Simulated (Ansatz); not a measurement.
# C5H3NO: the cost of one run

Computed with Ansatz 0.2.0 (the levels named in each step, unless a step's input says otherwise).

**1. The system as given**

Bond lengths: N1–C2 1.147 Å, C2–C3 1.403 Å, C3–C4 1.377 Å, C4–C5 1.409 Å, C5–C6 1.365 Å, C3–O7 1.352 Å, C6–O7 1.334 Å, C4–H8 1.071 Å, C5–H9 1.070 Å, C6–H10 1.072 Å. Angles: N1–C2–C3 178.1°, C2–C3–C4 129.3°, C2–C3–O7 120.6°, C4–C3–O7 110.1°, C3–C4–C5 105.7°, C3–C4–H8 126.5°, C5–C4–H8 127.7°, C4–C5–C6 106.0°, C4–C5–H9 126.9°, C6–C5–H9 127.1°, C5–C6–O7 111.1°, C5–C6–H10 131.8°, O7–C6–H10 117.1°, C3–O7–C6 107.0°.

As a file:

```xyz
10

N     2.8017   -0.3041    0.1546
C     1.6649   -0.1680    0.0901
C     0.2807    0.0423    0.0007
C    -0.4083    1.2012   -0.2776
C    -1.7729    0.8522   -0.2444
C    -1.8140   -0.4808    0.0479
O    -0.5851   -0.9777    0.1978
H     0.0173    2.1637   -0.4762
H    -2.6065    1.5018   -0.4131
H    -2.6337   -1.1617    0.1683
```

**2. A rough first relaxation, PBE-D4/def2-SVP**

This run stands in another session on the same molecule. It ended at:

```xyz
10

N     2.8423   -0.3752    0.1729
C     1.6854   -0.1834    0.0938
C     0.2961    0.0735   -0.0070
C    -0.4158    1.2303   -0.2841
C    -1.7944    0.8621   -0.2471
C    -1.8225   -0.4843    0.0478
O    -0.5676   -0.9744    0.1957
H     0.0137    2.2166   -0.4872
H    -2.6596    1.5116   -0.4174
H    -2.6334   -1.2080    0.1807
```

**3. Relaxation, PBE0-D4/def2-TZVPP**

This run stands in another session on the same molecule. It ended at:

```xyz
10

N     2.8011   -0.3556    0.1673
C     1.6653   -0.1764    0.0916
C     0.2824    0.0757   -0.0080
C    -0.4119    1.2146   -0.2804
C    -1.7825    0.8521   -0.2446
C    -1.8115   -0.4730    0.0457
O    -0.5685   -0.9616    0.1927
H     0.0156    2.1831   -0.4796
H    -2.6334    1.4910   -0.4122
H    -2.6125   -1.1809    0.1757
```

**4. Frequencies, PBE0-D4/def2-TZVPP**

Input file input.yaml:

```yaml
crystal:
  periodic: [false, false, false]
  atoms:
    - { symbol: "N", position_ang: [2.80111789, -0.35561278, 0.16728367] }
    - { symbol: C, position_ang: [1.66530978, -0.17638573, 0.09160842] }
    - { symbol: C, position_ang: [0.28242776, 0.07568021, -0.0079636] }
    - { symbol: C, position_ang: [-0.41190705, 1.21456364, -0.28043408] }
    - { symbol: C, position_ang: [-1.78246537, 0.85209945, -0.24462724] }
    - { symbol: C, position_ang: [-1.81153611, -0.47299368, 0.04570284] }
    - { symbol: O, position_ang: [-0.56853154, -0.96163038, 0.19274794] }
    - { symbol: H, position_ang: [0.01561329, 2.18305691, -0.47960239] }
    - { symbol: H, position_ang: [-2.63336444, 1.49099911, -0.41224989] }
    - { symbol: H, position_ang: [-2.61253421, -1.18087673, 0.17566433] }
basis:
  gaussian: { orbitals: def2-TZVPP }
hamiltonian:
  xc: pbe0
  dispersion: d4
phonons: {}
```

On the command line:

```sh
$ ansatz run input.yaml --threads 4 --pin off --max-ram 10240MiB --backend cpu --events-out ev --progress --plain --runs-dir out
```

**Question.** How long does this run take on 4 threads of Intel Xeon Platinum 8259CL at 2.50GHz (Skylake/Cascade Lake), shared host, and how much memory does it need?

About 3.4 min, with a peak of 0.85 GiB.
